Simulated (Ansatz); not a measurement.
# CuHCl₂ (singlet): the correlation ladder, def2-SVP

How much of the correlation energy of CuHCl₂ (singlet) does each wave-function method recover here?

The runs use Ansatz 0.2.0, Gaussian basis; def2-SVP, core rule «outside noble gas», up to 19 orbitals frozen.

To be run: UHF; CCSD(T) on RHF; CCSD(T) on UHF; CISD; CCSDT(Q) on RHF; CCSDT(Q) on UHF.

8 further runs of the same task are left out: 4 for a known fault of the program, 4 set aside as unsound or not needed.

## (1) The geometry

The geometry is a PBE0/def2-TZVP stationary point (not a proven minimum).

4 atoms, charge 0, spin multiplicity 1.

Atoms are counted from 1 here; the program's logs count them from 0.

Bond lengths: Cu1–Cl2 2.066 Å, Cu1–Cl3 2.066 Å, Cu1–H4 1.418 Å. Angles: Cl2–Cu1–Cl3 166.8°, Cl2–Cu1–H4 83.4°, Cl3–Cu1–H4 83.4°.

## (2) UHF

The input, in.yaml:

```yaml
crystal:
  periodic: [false, false, false]
  atoms:
    - {symbol: Cu, position_ang: [0.000000, 0.134441, 0.000000]}
    - {symbol: Cl, position_ang: [0.000000, -0.102239, -2.052175]}
    - {symbol: Cl, position_ang: [0.000000, -0.102239, 2.052175]}
    - {symbol: H, position_ang: [0.000000, -1.283591, 0.000000]}
basis:
  gaussian: {orbitals: def2-SVP}
magnetization: {spin_polarized: true, initial_magnetization: 0}
hamiltonian: {xc: hf}
output: {orbitals: {seedname: orbitals}}
```

The run is started by

```sh
$ ansatz run in.yaml --threads 1 --pin off --events-out ev --progress --plain --max-ram 4096MiB --backend cpu
```

Further steps of the session: CCSD(T) on RHF; CCSD(T) on UHF; CISD; CCSDT(Q) on RHF; CCSDT(Q) on UHF.

Q: Predict the results of all the runs planned. Wanted: RCCSDT(Q) below the RHF energy; RMP2 from RCCSDT(Q); UMP2 from RCCSDT(Q); RCCSD from RCCSDT(Q); RCCSD(T) from RCCSDT(Q); UCCSD(T) from RCCSDT(Q); UCCSDT(Q) from RCCSDT(Q); T1 diagnostic.

**Answer**, as computed:

| quantity | value |
| --- | --- |
| RCCSDT(Q) below the RHF energy | -17.5552 eV |
| RMP2 from RCCSDT(Q) | +79.9 meV |
| UMP2 from RCCSDT(Q) | +2227.4 meV |
| RCCSD from RCCSDT(Q) | +695.6 meV |
| RCCSD(T) from RCCSDT(Q) | +19.4 meV |
| UCCSD(T) from RCCSDT(Q) | +124.6 meV |
| UCCSDT(Q) from RCCSDT(Q) | -19.2 meV |
| levels within 1 kcal/mol (43 meV) | RCCSD(T), RCCSDT, UCCSDT(Q) |
| T1 diagnostic | 0.015 |

In words: RCCSD(T) misses by +19.4 meV, 0.1 % of the correlation energy. CCSD(T) misses by +19.4 meV on the restricted determinant and by +124.6 meV on the unrestricted one; the two need not hold the same state or core. These misses are within one basis, not against nature.
